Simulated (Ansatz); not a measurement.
**C8H10S: one species, many methods**

One table from this session's results is given with a row withheld; the runs are named, their logs left out.

Method: functionals in def2-TZVPP, the program's frozen cores in correlated methods; program: Ansatz 0.2.0, Gaussian basis.

The runs, in order: LDA (SPW92), PBE-D4, revPBE-D4, BLYP-D4, r2SCAN-D4, B97M-V, PBE0-D4, B3LYP-D4, r2SCANh-D4, r2SCAN0-D4, HSE06-D4, BHLYP-D4, CAM-B3LYP-D4, LC-ωPBE, ωB97X-V, ωB97M-V, B2PLYP, PBE-QIDH; CCSD(T)/def2-SVP; CCSD(T)/def2-TZVPP; MP2/def2-QZVPP; extrapolation to the limit; RPA on PBE.

## Structure used throughout

The geometry comes from an earlier relaxation with PBE0-D4 in a triple-zeta def2 set; it is a stationary point, not always the lowest conformer.

SMILES `CSCc1ccccc1`, 19 atoms, charge 0, spin multiplicity 1.

Atoms are counted from 1 here; the program's logs count them from 0.

Bond lengths: C1–S2 1.795 Å, C1–H10 1.090 Å, C1–H11 1.091 Å, C1–H12 1.092 Å, S2–C3 1.811 Å, C3–C4 1.497 Å, C3–H13 1.093 Å, C3–H14 1.093 Å, C4–C5 1.393 Å, C4–C9 1.390 Å, C5–C6 1.384 Å, C5–H15 1.085 Å, C6–C7 1.389 Å, C6–H16 1.084 Å, C7–C8 1.385 Å, C7–H17 1.084 Å, C8–C9 1.388 Å, C8–H18 1.084 Å and more. Angles: S2–C1–H10 106.8°, S2–C1–H11 111.1°, S2–C1–H12 111.3°, H10–C1–H11 109.0°, H10–C1–H12 108.8°, H11–C1–H12 109.8°, C1–S2–C3 99.9°, S2–C3–C4 113.9°, S2–C3–H13 104.2°, S2–C3–H14 109.2°, C4–C3–H13 111.0°, C4–C3–H14 110.6°, H13–C3–H14 107.5°, C3–C4–C5 120.8°, C3–C4–C9 120.5°, C5–C4–C9 118.7°, C4–C5–C6 120.7°, C4–C5–H15 119.2° and more.

As a file:

```
atom    x (Å)    y (Å)    z (Å)
  C1   1.2693  -0.6930  -2.3419
  S2   2.3360   0.3745  -1.3703
  C3   1.8342  -0.1175   0.2991
  C4   0.3821   0.1076   0.5864
  C5  -0.1427   1.3967   0.6361
  C6  -1.4870   1.6016   0.8919
  C7  -2.3331   0.5185   1.0956
  C8  -1.8227  -0.7678   1.0421
  C9  -0.4725  -0.9692   0.7892
 H10   1.4654  -0.4644  -3.3898
 H11   0.2176  -0.4981  -2.1267
 H12   1.4943  -1.7465  -2.1636
 H13   2.4627   0.4869   0.9580
 H14   2.0999  -1.1651   0.4610
 H15   0.5127   2.2427   0.4580
 H16  -1.8798   2.6113   0.9326
 H17  -3.3864   0.6799   1.2939
 H18  -2.4751  -1.6196   1.1973
 H19  -0.0748  -1.9785   0.7511
```

The first run:

in.yaml

```yaml
crystal:
  periodic: [false, false, false]
  atoms:
    - {symbol: C, position_ang: [1.269282, -0.693019, -2.341859]}
    - {symbol: S, position_ang: [2.336021, 0.374485, -1.370338]}
    - {symbol: C, position_ang: [1.834158, -0.117481, 0.299117]}
    - {symbol: C, position_ang: [0.382116, 0.107597, 0.586423]}
    - {symbol: C, position_ang: [-0.142745, 1.396687, 0.636113]}
    - {symbol: C, position_ang: [-1.487018, 1.601595, 0.891888]}
    - {symbol: C, position_ang: [-2.333096, 0.518522, 1.095564]}
    - {symbol: C, position_ang: [-1.822705, -0.767758, 1.042064]}
    - {symbol: C, position_ang: [-0.472483, -0.969205, 0.789214]}
    - {symbol: H, position_ang: [1.465409, -0.464411, -3.389756]}
    - {symbol: H, position_ang: [0.217648, -0.498063, -2.126745]}
    - {symbol: H, position_ang: [1.494283, -1.746493, -2.163614]}
    - {symbol: H, position_ang: [2.462683, 0.486864, 0.958025]}
    - {symbol: H, position_ang: [2.099873, -1.165070, 0.460973]}
    - {symbol: H, position_ang: [0.512682, 2.242658, 0.458017]}
    - {symbol: H, position_ang: [-1.879772, 2.611291, 0.932558]}
    - {symbol: H, position_ang: [-3.386389, 0.679852, 1.293943]}
    - {symbol: H, position_ang: [-2.475091, -1.619583, 1.197319]}
    - {symbol: H, position_ang: [-0.074836, -1.978480, 0.751116]}
basis:
  gaussian: {orbitals: def2-TZVPP}
hamiltonian: {xc: lda}
output: {orbitals: {seedname: orbitals}}
```

Launch:

```console
$ ansatz run in.yaml --threads 2 --pin off --events-out ev --progress --plain --max-ram 22528MiB --backend cuda --devices 0, --max-vram 18GiB
```

Among the steps run: LDA; PBE-D4 (GGA); revPBE-D4 (GGA); BLYP-D4 (GGA); r2SCAN-D4 (meta-GGA); B97M-V (meta-GGA); B3LYP-D4 (hybrid); r2SCANh-D4 (hybrid); r2SCAN0-D4 (hybrid); HSE06-D4 (hybrid); BHLYP-D4 (hybrid); CAM-B3LYP-D4 (range-separated); LC-ωPBE (range-separated); ωB97X-V (range-separated); ωB97M-V (range-separated); B2PLYP (double hybrid); PBE-QIDH (double hybrid).

One table of the session follows, with a row left open; its other results are not shown here.

It belongs to the step «Orbital energies across the functionals». 

```
  functional  HOMO (eV)  gap (eV)
 LDA (SPW92)      -5.20      3.61
      PBE-D4      -5.08      3.74
   revPBE-D4      -5.03      3.79
     BLYP-D4      -4.93      3.76
   r2SCAN-D4      -5.30      4.14
      B97M-V      -5.41      4.32
     PBE0-D4      -6.27      5.83
    B3LYP-D4          ?         ?
  r2SCANh-D4      -5.75      4.91
  r2SCAN0-D4      -6.42      6.07
    HSE06-D4      -5.87      5.06
    BHLYP-D4      -7.33      7.93
CAM-B3LYP-D4      -7.60      8.24
     LC-ωPBE      -8.97     10.62
     ωB97X-V      -8.62     10.25
     ωB97M-V      -8.47     10.02
```

Q: Estimate the row for B3LYP-D4 from the others.

Worked estimate for «HOMO (eV)». Against the share of exact exchange, BLYP-D4 (0, -4.93), BHLYP-D4 (0.5, -7.33) give a slope of -4.80 per unit share; at 0.2 the line stands at -5.89.

**Answer.** HOMO (eV): -6.05; gap (eV): 5.43. In «HOMO (eV)» the line misses by +0.16.
